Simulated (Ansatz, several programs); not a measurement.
CuF built on the wurtzite prototype, relaxed with PBE in Ansatz (plane waves, PAW): space group P6_3mc (No. 186), hexagonal; a = 2.864 Å, c = 6.808 Å in the conventional setting, 12.09 Å³ an atom. Cu has 4 F at 1.93–2.22 Å; F has 4 Cu at 1.93–2.22 Å. The cell was then scaled with its shape and fractional coordinates held, which makes it stiffer than a relaxed compression. Note: simulated data, non-magnetic, for a generated structure that need not be the stable one.

| V (Å³/atom) | E (meV/atom) |
| --- | --- |
| 11.368 | 13.48 |
| 12.094 | 0.00 |
| 12.457 | 2.82 |
| 12.820 | 10.74 |

Task: Pass a cubic E = c₀ + c₁u + c₂u² + c₃u³, with u = V − 12.185 Å³, through these points.

Result: c₀ = 0.18, c₁ = +3.966, c₂ = 22.067, c₃ = -3.3276 (meV and Å³).

Task: Where is the minimum, and what bulk modulus follows?

Result: dE/du = 0 at u = -0.088, so V₀ = 12.10 Å³. B = V₀ d²E/dV² = 12.10 × (2c₂ + 6c₃u) = 12.10 × 45.894 = 555 meV/Å³, and 1 meV/Å³ is 0.16022 GPa: 89 GPa. A third-order Birch-Murnaghan fit to all five points gives 12.09 Å³ and 88 GPa.

Task: Predict the energy and the pressure at the withheld volume, 11.731 Å³.

Result: With u = -0.454: E ≈ 3.24 meV and P = −dE/dV ≈ +2.90 GPa. The run gives 3.17 meV and, from its stress, +2.89 GPa.
